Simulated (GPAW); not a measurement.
## NiMoIrPdW in GPAW: the effect of functional

Crystal: NiMoIrPdW.

```
Ni Mo Pd Ir W
1.0
     4.14670    0.00000    0.00000
    -2.07335    3.59115    0.00000
     0.00000    0.00000    5.41629
Ni Mo Pd Ir W
1 1 1 1 1
Cartesian
  0.0000 0.0000 0.1203
  2.0734 1.1970 2.4913
  0.0000 2.3941 4.0406
  0.0000 2.3941 1.3888
  2.0734 1.1970 5.4155
```

The cell was built by a generator and needn't be a form met in nature.

Alike in all runs:

```yaml
Program: GPAW 26.7.0
Task: band structure
Cutoff: 600 eV
Basis: pw
k_mesh: 5 × 5 × 4
Occupations: fermi-dirac, width 0.05 eV
Spin: collinear spin, ferromagnetic start
Starting_moments: "[1.0, 1.0, 0.0, 0.6, 0.0] μB"
```

| functional | potentials or basis | pressure (GPa) | largest force (eV/Å) |
| --- | --- | --- | --- |
| LDA | the program's PAW data sets (release 1.2.1) made for this functional | -13.1 | 0.48 |
| PBE | GPAW PAW data sets (gpaw-data 1.2.1) | 0.3 | 0.11 |
| PBEsol | PAW data sets generated in the run's folder for this functional | -7.6 | 0.23 |
| AM05 | PAW data sets generated in the run's folder for this functional | -8.6 | 0.26 |
| PW91 | PAW data sets generated in the run's folder for this functional | ? | ? |
| r2SCAN | GPAW PAW data sets (gpaw-data 1.2.1) | -3.8 | 0.41 |

Question: What does the run with functional PW91 give?

Answer: Pressure 0.2 GPa; largest force 0.17 eV/Å.

Caveats: the stock nickel data set gives pressures a few GPa off other programs; the PAW data sets were made with another functional, which shifts forces and pressure a little (some runs).
